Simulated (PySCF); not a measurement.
# B under other conditions

How does B answer to another spin, charge, distance or environment?

Computed with PySCF 2.14.0. Level: method and basis as typed in the scripts.

1 further run of the same task is left out (it didn't finish).

## 1. The atom

B: 1 atom, charge 0, spin multiplicity 2.

## 2. Base script

Input file input.py:

```python
from pyscf import gto, scf, mp

mol = gto.M(
    atom='B 0 0 0',
    basis='cc-pcvtz',
    charge=0,
    spin=1,
    verbose=3,
)
mf = scf.UHF(mol)
mf.kernel()
mp.MP2(mf).kernel()
mf.dip_moment()
print('orbital energies (hartree):', [e[max(0, n-3):n+3].round(4) for e, n in zip(mf.mo_energy, mol.nelec)])
```

Launch:

```
$ python input.py
```

Its log is not repeated here.

Base result: E(SCF) = -24.532094 Eh, E(MP2) − E(SCF) = -0.08825 Eh, ⟨S²⟩ = 0.761.

## 3. Sextet

Variant 1 changes spin (2S): 1 → 5.

Input file input.py:

```python
from pyscf import gto, scf, mp

mol = gto.M(
    atom='B 0 0 0',
    basis='cc-pcvtz',
    charge=0,
    spin=5,
    verbose=3,
)
mf = scf.UHF(mol)
mf.kernel()
mp.MP2(mf).kernel()
mf.dip_moment()
print('orbital energies (hartree):', [e[max(0, n-3):n+3].round(4) for e, n in zip(mf.mo_energy, mol.nelec)])
```

Launch:

```
$ python input.py
```

## 4. Charge -1 (singlet)

Variant 2 changes charge: 0 → -1; spin (2S): 1 → 0.

Changes to input.py since step 2:

```diff
@@ -5,4 +5,4 @@
     basis='cc-pcvtz',
-    charge=0,
-    spin=1,
+    charge=-1,
+    spin=0,
     verbose=3,
```

## 5. Electric field -0.01 a.u.

Variant 3 changes electric field: none → -0.01 a.u.

Changes to input.py since step 2:

```diff
@@ -10,2 +10,7 @@
 mf = scf.UHF(mol)
+field = -0.01  # electric field along z, atomic units
+h = mf.get_hcore() + field*mol.intor('int1e_r')[2]
+mf.get_hcore = lambda *args: h
+e_nuc = mol.energy_nuc() - field*mol.atom_charges() @ mol.atom_coords()[:, 2]
+mf.energy_nuc = lambda *args: e_nuc
 mf.kernel()
```

## 6. Charge -1 (triplet)

Variant 4 changes charge: 0 → -1; spin (2S): 1 → 2.

Changes to input.py since step 2:

```diff
@@ -5,4 +5,4 @@
     basis='cc-pcvtz',
-    charge=0,
-    spin=1,
+    charge=-1,
+    spin=2,
     verbose=3,
```

What does the calculation give? Wanted: for each run, E(SCF); from base; gap, α spin; after the SCF.

As calculated:

```tsv
run	E(SCF) (hartree)	from base (eV)	gap, α spin (eV)	after the SCF
base	-24.532094	0	9.92	MP2 correlation -2.402 eV
sextet	-17.642439	+187.4770	19.60	MP2 correlation -0.779 eV
charge -1 (singlet)	-24.454882	+2.1010	6.80	MP2 correlation -3.174 eV
electric field -0.01 a.u.	-24.533097	-0.0273	9.92	MP2 correlation -2.399 eV
charge -1 (triplet)	-24.510588	+0.5852	8.12	MP2 correlation -2.814 eV
```

What this shows: The largest comparable shift of the SCF energy, +187.477 eV, comes with the run “sextet”. The sextet solution found lies 187.48 eV above the base doublet at this geometry and level. At the SCF level, adding an electron (to the singlet) costs 2.10 eV at fixed geometry; correlation, diffuse functions and relaxation can still bind it. At the SCF level, adding an electron (to the triplet) costs 0.59 eV at fixed geometry; correlation, diffuse functions and relaxation can still bind it.
